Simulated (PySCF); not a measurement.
# C₄H₈AlN: electronic excitations at several levels of theory

Aim: compute the electronic excitations of C₄H₈AlN (`C1#[N+][AlH2-][CH2]CC1`) at several levels, and see how far they spread and what each costs.

The runs use PySCF 2.14.0, with density-fitted response routines of our own; the level of theory stands in each step. All values are computed, except where a source is named. Atoms are numbered from 0 throughout.

## Step 1: The starting structure

14 atoms, charge 0, multiplicity 1; geometry from: GFN2-xTB. The atoms were then displaced at random by about 0.01 Å, so the start is not that level's minimum.

Bonds of the start (Å): C0–N1 1.15, N1–Al2 2.04, Al2–C3 2.08, C3–C4 1.51, C4–C5 1.56, C5–C0 1.43, Al2–H6 1.53, Al2–H7 1.56, C3–H8 1.12, C3–H9 1.09, C4–H10 1.08, C4–H11 1.10, C5–H12 1.07, C5–H13 1.10.

## Step 2: Relaxing the molecule at PBE0-D3(BJ)/def2-SVP

What the job is given:

```
{"job": {"xc": "PBE0", "basis": "def2-SVP", "d3": "d3bj", "grid": 1, "shake": 0.01, "kind": "geom"}, "charge": 0, "multiplicity": 1}
C     -0.312080     0.447530     2.189960
N     -0.885220    -0.289390     2.859010
Al    -1.566320    -1.643470     1.487320
C     -0.730870    -0.732530    -0.182870
C      0.500930     0.107250     0.029840
C      0.295510     1.195690     1.134270
H     -3.054270    -1.430090     1.760420
H     -0.808910    -2.912570     2.002010
H     -1.531860    -0.078400    -0.619720
H     -0.522450    -1.456800    -0.965730
H      0.801770     0.626170    -0.866730
H      1.329410    -0.537870     0.356950
H      1.216140     1.647390     1.441390
H     -0.389180     1.979970     0.791640
```

On the command line:

```bash
> OMP_NUM_THREADS=1 python probes_run.py task.json out
```

One launch serves the whole session: the jobs run in the order shown.

Output:

```text
step   0  E = -453.79846032  max force = 0.026838
step   1  E = -453.80623200  max force = 0.007247
step   2  E = -453.80674699  max force = 0.001400
step   3  E = -453.80686352  max force = 0.001491
step   4  E = -453.80694338  max force = 0.001193
step   5  E = -453.80699717  max force = 0.000856
step   6  E = -453.80702692  max force = 0.000729
step   7  E = -453.80705105  max force = 0.000802
step   8  E = -453.80706270  max force = 0.000627
step   9  E = -453.80706816  max force = 0.000383
optimisation converged
```

It took 64 s on 1 thread of Arm Neoverse V1, shared host; peak memory 0.52 GiB.

Step by step:

```
step  energy from step 0 (eV)  largest force component (eV/Å)
   0                   0.0000                          1.3801
   1                  -0.2115                          0.3727
   2                  -0.2255                          0.0720
   3                  -0.2287                          0.0767
   4                  -0.2308                          0.0613
   5                  -0.2323                          0.0440
   6                  -0.2331                          0.0375
   7                  -0.2338                          0.0412
   8                  -0.2341                          0.0322
   9                  -0.2342                          0.0197
```

Distances of close pairs at the start and the end, largest changes first:

```
  bond  before (Å)  after (Å)  change (Å)
N1–Al2       2.044      2.230      +0.186
Al2–H6       1.528      1.595      +0.068
Al2–C3       2.078      2.019      -0.059
Al2–H7       1.565      1.598      +0.033
C5–H12       1.070      1.100      +0.030
C4–H10       1.079      1.104      +0.025
 C3–C4       1.506      1.528      +0.022
 C0–C5       1.429      1.448      +0.019
```

The final coordinates are the input of the step that follows.

```csv
at the end point,value
point group (found at 0.08 Å tolerance),C1
"rotational constants (GHz, main isotopes)","4.091, 2.868, 1.838"
dipole moment (D),5.25
```

## Step 3: Ultraviolet spectrum: PBE0/def2-TZVP

What the job is given:

```
{"job": {"kind": "uv", "xc": "PBE0", "basis": "def2-TZVP"}, "charge": 0, "multiplicity": 1}
C     -0.481221     0.689155     2.107030
N     -1.102803     0.005698     2.810970
Al    -1.705580    -1.524600     1.304785
C     -0.971637    -0.539250    -0.297353
C      0.340752     0.214625    -0.088947
C      0.222575     1.308509     1.003269
H     -3.291290    -1.528650     1.479615
H     -0.819187    -2.743285     1.837221
H     -1.737777     0.153377    -0.693982
H     -0.822689    -1.292210    -1.092365
H      0.699826     0.723387    -1.000307
H      1.139889    -0.481734     0.215934
H      1.199924     1.691410     1.333738
H     -0.378675     2.163160     0.652701
```

With the program's defaults for keys left out, this is: TDDFT PBE0/def2-TZVP, vertical, gas phase, core orbitals frozen in the response.

Output:

```text
coarse grid: 11992 points
cycle   1  E = -454.0550543314  dE =  4.658e-01  |g| = 5.044e-01  |ddm| = 2.769e+00
cycle   2  E = -453.9347961667  dE =  1.203e-01  |g| = 9.092e-01  |ddm| = 1.062e+00
cycle   3  E = -454.1137400505  dE = -1.789e-01  |g| = 1.819e-01  |ddm| = 6.210e-01
cycle   4  E = -454.1202613428  dE = -6.521e-03  |g| = 6.049e-02  |ddm| = 1.460e-01
cycle   5  E = -454.1211360142  dE = -8.747e-04  |g| = 7.803e-03  |ddm| = 4.672e-02
cycle   6  E = -454.1211488177  dE = -1.280e-05  |g| = 2.317e-03  |ddm| = 6.875e-03
cycle   7  E = -454.1211500596  dE = -1.242e-06  |g| = 5.087e-04  |ddm| = 1.746e-03
final grid: 110696 points
cycle   8  E = -454.1099278806  dE = -4.709e-05  |g| = 6.562e-03  |ddm| = 6.801e-02
cycle   9  E = -454.1099228554  dE =  5.025e-06  |g| = 7.830e-03  |ddm| = 1.243e-02
cycle  10  E = -454.1099383891  dE = -1.553e-05  |g| = 1.110e-03  |ddm| = 6.197e-03
cycle  11  E = -454.1099385855  dE = -1.963e-07  |g| = 6.035e-04  |ddm| = 9.509e-04
cycle  12  E = -454.1099386573  dE = -7.186e-08  |g| = 1.351e-04  |ddm| = 3.650e-04
cycle  13  E = -454.1099386616  dE = -4.280e-09  |g| = 2.770e-05  |ddm| = 1.120e-04
cycle  14  E = -454.1099386618  dE = -1.843e-10  |g| = 4.983e-06  |ddm| = 2.681e-05
converged SCF energy = -454.1099386618

Static polarisability (au): isotropic 76.994, principal 65.984 73.300 91.697

Singlet excitations
state   eV       nm        f      main configurations
  1   4.9424    250.9   0.00826   H->L 0.99
  2   5.3447    232.0   0.00694   H-1->L 0.98
  3   5.6721    218.6   0.00085   H->L+1 0.99
  4   6.1313    202.2   0.00844   H-1->L+1 0.99
  5   6.4356    192.7   0.00534   H->L+2 0.91
  6   6.8551    180.9   0.02049   H-1->L+2 0.76, H-1->L+3 0.17
  7   6.9240    179.1   0.04427   H->L+3 0.87
  8   7.2002    172.2   0.00604   H-2->L 0.42, H-3->L 0.27, H-5->L 0.21
  9   7.3043    169.7   0.00008   H-1->L+3 0.74, H-1->L+2 0.15
 10   7.5111    165.1   0.06049   H-2->L 0.39, H-3->L 0.26

Triplet excitations (Tamm-Dancoff, eV): 4.7812 5.0959 5.5829 5.8734
```

Wall time 40 s (1 thread of Arm Neoverse V1, shared host); peak memory 0.91 GiB.

The orbitals next to the gap, with their largest atomic shares:

```csv
orbital,eV,atoms
HOMO−3,-9.95,"C3 25 %, Al2 11 %, C4 10 %"
HOMO−2,-9.64,"Al2 23 %, C3 14 %, H7 13 %"
HOMO−1,-7.52,"Al2 40 %, H6 30 %, H7 25 %"
HOMO,-7.23,"C3 43 %, Al2 24 %, H7 10 %"
LUMO,-1.04,"C0 40 %, N1 25 %, Al2 14 %"
LUMO+1,-0.33,"C0 37 %, N1 30 %, C5 12 %"
LUMO+2,0.42,"Al2 25 %, H12 16 %, C0 11 %"
```

With each of the 10 states as a Gaussian band of 0.4 eV half-width at 1/e, the curve within the window shown has maxima at 242 nm (ε 490), 177 nm (ε 3,200) L/(mol cm). Beyond the last state computed it falls off for lack of states. The curve at chosen wavelengths:

```csv
nm,ε (L/mol/cm)
159,1436
164,2660
169,3056
174,3128
179,3109
184,2532
189,1642
194,989
199,668
204,502
209,380
214,303
219,288
225,339
230,402
235,454
240,482
245,481
250,449
255,391
260,317
265,238
270,167
275,109
280,67
285,39
```

Further results of this job:

```
           property  computed
  dipole moment (D)      5.31
polarisability (Å³)     11.41
 HOMO–LUMO gap (eV)      6.19
      −ε(HOMO) (eV)      7.23
```

## Step 4: TDDFT and polarisability: PBE0/aug-cc-pVDZ

The job, as its differences from that of step 3:

```diff
@@ -1,2 +1,2 @@
-{"job": {"kind": "uv", "xc": "PBE0", "basis": "def2-TZVP"}, "charge": 0, "multiplicity": 1}
+{"job": {"kind": "uv", "xc": "PBE0", "basis": "aug-cc-pVDZ"}, "charge": 0, "multiplicity": 1}
 C     -0.481221     0.689155     2.107030
```

Level: TDDFT PBE0/aug-cc-pVDZ, vertical, gas phase, core orbitals frozen in the response.

Output:

```text
coarse grid: 11992 points
cycle   1  E = -453.9690543843  dE =  5.098e-01  |g| = 4.822e-01  |ddm| = 9.082e+00
cycle   2  E = -453.8491906051  dE =  1.199e-01  |g| = 8.889e-01  |ddm| = 2.321e+00
cycle   3  E = -454.0265264624  dE = -1.773e-01  |g| = 1.673e-01  |ddm| = 1.490e+00
cycle   4  E = -454.0325772395  dE = -6.051e-03  |g| = 4.942e-02  |ddm| = 3.650e-01
cycle   5  E = -454.0331948308  dE = -6.176e-04  |g| = 6.065e-03  |ddm| = 1.107e-01
cycle   6  E = -454.0332042486  dE = -9.418e-06  |g| = 2.243e-03  |ddm| = 2.148e-02
final grid: 110696 points
cycle   7  E = -454.0477634048  dE = -2.146e-05  |g| = 7.097e-03  |ddm| = 1.725e-01
cycle   8  E = -454.0477564604  dE =  6.944e-06  |g| = 8.791e-03  |ddm| = 4.053e-02
cycle   9  E = -454.0477771112  dE = -2.065e-05  |g| = 5.741e-04  |ddm| = 2.015e-02
cycle  10  E = -454.0477772002  dE = -8.905e-08  |g| = 1.294e-04  |ddm| = 1.816e-03
cycle  11  E = -454.0477772041  dE = -3.850e-09  |g| = 6.004e-05  |ddm| = 3.647e-04
cycle  12  E = -454.0477772045  dE = -4.587e-10  |g| = 4.262e-05  |ddm| = 1.552e-04
cycle  13  E = -454.0477772049  dE = -4.014e-10  |g| = 3.957e-06  |ddm| = 7.012e-05
converged SCF energy = -454.0477772049

Static polarisability (au): isotropic 81.040, principal 70.349 77.181 95.590

Singlet excitations
state   eV       nm        f      main configurations
  1   4.9233    251.8   0.00867   H->L 0.99
  2   5.3167    233.2   0.00877   H-1->L 0.98
  3   5.6011    221.4   0.00068   H->L+1 0.75, H->L+2 0.23
  4   5.9345    208.9   0.00721   H->L+2 0.73, H->L+1 0.22
  5   6.0584    204.6   0.00850   H-1->L+1 0.73, H-1->L+2 0.24
  6   6.3731    194.5   0.02097   H-1->L+2 0.67, H-1->L+1 0.21
  7   6.4680    191.7   0.03606   H->L+3 0.40, H->L+4 0.40, H->L+5 0.09
  8   6.6540    186.3   0.00715   H->L+3 0.50, H->L+4 0.44
  9   6.7872    182.7   0.00491   H->L+5 0.66, H->L+4 0.11, H->L+6 0.10
 10   6.8156    181.9   0.00368   H-1->L+4 0.39, H-1->L+3 0.32, H-1->L+5 0.16

Triplet excitations (Tamm-Dancoff, eV): 4.7581 5.0598 5.5092 5.7850
```

Wall time 33 s (1 thread of Arm Neoverse V1, shared host); peak memory 0.81 GiB.

This run: HOMO -7.23 eV, LUMO -1.08 eV; lowest singlet 4.92 eV.

## Step 5: Ultraviolet spectrum: PBE0/def2-TZVPD

The job, as its differences from that of step 4:

```diff
@@ -1,2 +1,2 @@
-{"job": {"kind": "uv", "xc": "PBE0", "basis": "aug-cc-pVDZ"}, "charge": 0, "multiplicity": 1}
+{"job": {"kind": "uv", "xc": "PBE0", "basis": "def2-TZVPD"}, "charge": 0, "multiplicity": 1}
 C     -0.481221     0.689155     2.107030
```

Method: TDDFT PBE0/def2-TZVPD, vertical, gas phase, core orbitals frozen in the response.

Output:

```text
coarse grid: 11992 points
cycle   1  E = -454.0556641798  dE =  4.665e-01  |g| = 5.044e-01  |ddm| = 3.829e+00
cycle   2  E = -453.9350760385  dE =  1.206e-01  |g| = 9.098e-01  |ddm| = 1.828e+00
cycle   3  E = -454.1144303957  dE = -1.794e-01  |g| = 1.816e-01  |ddm| = 8.637e-01
cycle   4  E = -454.1209080508  dE = -6.478e-03  |g| = 6.097e-02  |ddm| = 2.151e-01
cycle   5  E = -454.1217963469  dE = -8.883e-04  |g| = 7.869e-03  |ddm| = 7.557e-02
cycle   6  E = -454.1218093663  dE = -1.302e-05  |g| = 2.321e-03  |ddm| = 1.692e-02
cycle   7  E = -454.1218106135  dE = -1.247e-06  |g| = 5.148e-04  |ddm| = 3.317e-03
final grid: 110696 points
cycle   8  E = -454.1105954406  dE = -5.068e-05  |g| = 6.565e-03  |ddm| = 2.798e-01
cycle   9  E = -454.1105903991  dE =  5.041e-06  |g| = 7.840e-03  |ddm| = 2.628e-02
cycle  10  E = -454.1106059722  dE = -1.557e-05  |g| = 1.107e-03  |ddm| = 1.006e-02
cycle  11  E = -454.1106061654  dE = -1.932e-07  |g| = 6.120e-04  |ddm| = 1.506e-03
cycle  12  E = -454.1106062391  dE = -7.366e-08  |g| = 1.393e-04  |ddm| = 5.581e-04
cycle  13  E = -454.1106062436  dE = -4.539e-09  |g| = 2.856e-05  |ddm| = 2.401e-04
cycle  14  E = -454.1106062438  dE = -1.955e-10  |g| = 5.096e-06  |ddm| = 5.447e-05
converged SCF energy = -454.1106062438

Static polarisability (au): isotropic 80.552, principal 69.711 76.934 95.012

Singlet excitations
state   eV       nm        f      main configurations
  1   4.9143    252.3   0.00873   H->L 0.99
  2   5.3159    233.2   0.00894   H-1->L 0.98
  3   5.6125    220.9   0.00058   H->L+1 0.95
  4   6.0665    204.4   0.00265   H-1->L+1 0.51, H->L+2 0.43
  5   6.0780    204.0   0.01448   H->L+2 0.49, H-1->L+1 0.44
  6   6.5175    190.2   0.02750   H-1->L+2 0.80, H->L+3 0.09
  7   6.5925    188.1   0.03698   H->L+3 0.85
  8   6.9313    178.9   0.00177   H-1->L+3 0.88
  9   7.0632    175.5   0.01912   H->L+4 0.93
 10   7.1428    173.6   0.01856   H->L+5 0.83, H->L+6 0.10

Triplet excitations (Tamm-Dancoff, eV): 4.7564 5.0669 5.5222 5.8193
```

Run time: 58 s. Hardware: 1 thread of Arm Neoverse V1, shared host; peak memory 1.1 GiB.

This run: HOMO -7.23 eV, LUMO -1.09 eV; lowest singlet 4.91 eV.

## Step 6: Excited states and response: PBE0/6-31+G*

The job, as its differences from that of step 5:

```diff
@@ -1,2 +1,2 @@
-{"job": {"kind": "uv", "xc": "PBE0", "basis": "def2-TZVPD"}, "charge": 0, "multiplicity": 1}
+{"job": {"kind": "uv", "xc": "PBE0", "basis": "6-31+G*"}, "charge": 0, "multiplicity": 1}
 C     -0.481221     0.689155     2.107030
```

Level: TDDFT PBE0/6-31+G*, vertical, gas phase, core orbitals frozen in the response.

Output:

```text
coarse grid: 11992 points
cycle   1  E = -454.0056891583  dE =  4.914e-01  |g| = 4.798e-01  |ddm| = 3.913e+00
cycle   2  E = -453.8911332976  dE =  1.146e-01  |g| = 8.725e-01  |ddm| = 1.715e+00
cycle   3  E = -454.0622715432  dE = -1.711e-01  |g| = 1.705e-01  |ddm| = 9.527e-01
cycle   4  E = -454.0686116575  dE = -6.340e-03  |g| = 4.768e-02  |ddm| = 2.480e-01
cycle   5  E = -454.0691873742  dE = -5.757e-04  |g| = 5.306e-03  |ddm| = 7.489e-02
cycle   6  E = -454.0691944255  dE = -7.051e-06  |g| = 2.094e-03  |ddm| = 1.203e-02
final grid: 110696 points
cycle   7  E = -454.0124797516  dE = -1.995e-05  |g| = 6.744e-03  |ddm| = 5.742e-02
cycle   8  E = -454.0124742391  dE =  5.512e-06  |g| = 8.243e-03  |ddm| = 1.928e-02
cycle   9  E = -454.0124923067  dE = -1.807e-05  |g| = 5.950e-04  |ddm| = 1.074e-02
cycle  10  E = -454.0124923825  dE = -7.586e-08  |g| = 2.921e-04  |ddm| = 1.110e-03
cycle  11  E = -454.0124923989  dE = -1.632e-08  |g| = 1.190e-04  |ddm| = 3.739e-04
cycle  12  E = -454.0124924020  dE = -3.167e-09  |g| = 1.846e-05  |ddm| = 1.727e-04
cycle  13  E = -454.0124924021  dE = -9.413e-11  |g| = 3.849e-06  |ddm| = 6.583e-05
converged SCF energy = -454.0124924021

Static polarisability (au): isotropic 74.994, principal 65.959 69.367 89.655

Singlet excitations
state   eV       nm        f      main configurations
  1   4.9037    252.8   0.00842   H->L 0.99
  2   5.3515    231.7   0.00878   H-1->L 0.98
  3   5.6732    218.5   0.00070   H->L+1 0.93
  4   6.0778    204.0   0.00949   H->L+2 0.89
  5   6.1746    200.8   0.00934   H-1->L+1 0.91
  6   6.5561    189.1   0.03606   H-1->L+2 0.45, H->L+3 0.45
  7   6.5953    188.0   0.03973   H->L+3 0.49, H-1->L+2 0.39
  8   6.9593    178.2   0.00094   H-1->L+3 0.88
  9   6.9964    177.2   0.01453   H->L+4 0.96
 10   7.0281    176.4   0.02867   H->L+5 0.93

Triplet excitations (Tamm-Dancoff, eV): 4.7444 5.1182 5.5802 5.8827
```

Run time: 16 s. Hardware: 1 thread of Arm Neoverse V1, shared host; peak memory 0.72 GiB.

This run: HOMO -7.22 eV, LUMO -1.09 eV; lowest singlet 4.90 eV.

## Step 7: Side by side: electronic excitations

Excitations and ground-state properties, with basis size and wall time:

```csv
run,lowest singlet (eV),brightest (eV),f,gap (eV),α (Å³),μ (D),functions,time
PBE0/def2-TZVP,4.94,7.51,0.060,6.19,11.41,5.31,240,40 s
PBE0/aug-cc-pVDZ,4.92,6.47,0.036,6.15,12.01,5.28,214,33 s
PBE0/def2-TZVPD,4.91,6.59,0.037,6.15,11.94,5.30,300,58 s
PBE0/6-31+G*,4.90,6.60,0.040,6.14,11.11,5.30,128,16 s
```

## Step 8: Results

| quantity | value |
| --- | --- |
| point group | C1 |
| rotational constants (main isotopes) | 4.09, 2.87, 1.84 GHz |
| lowest singlet (PBE0/def2-TZVP) | 4.94 eV (251 nm), f = 0.008 |
| brightest single state of those computed | state 10, 7.51 eV, f = 0.060 |
| lowest triplet | 4.78 eV |
| range of the lowest singlet | 4.90 to 4.94 eV |

What this shows: Single values in the summary come from the first sound run of each kind (PBE0/def2-TZVP), which need not be the best level. The start of the PBE0/def2-SVP relaxation was shaken at random by about 0.01 Å, so part of the energy gained, and of the first lengths quoted, undoes that. The optimisation took 9 steps and gained 0.234 eV; among the close pairs (by a distance rule), N1–Al2 changed most, from 2.044 to 2.230 Å. No frequency check was run at this level, so the end point may be a saddle. The lowest singlet, at 4.94 eV, is HOMO→LUMO 0.99 and is weak; of the 10 states computed, the strongest absorption comes from state 10 at 7.51 eV (the last computed, so partners may be missing). The lowest triplet lies 0.16 eV below the lowest singlet (triplets in Tamm-Dancoff, singlets in full TDDFT). At PBE0/def2-TZVP, states above −ε(HOMO) (7.23 eV) lie where TDDFT describes them poorly and they hang on the basis; the brightest is among them. The basis of PBE0/def2-TZVP has no diffuse functions, so Rydberg states are missing and the high states are unreliable. The lowest singlet runs from 4.90 eV (PBE0/6-31+G*) to 4.94 eV (PBE0/def2-TZVP), while the orbital gap spans 6.14 to 6.19 eV. The lowest state need not be the same one in every run.
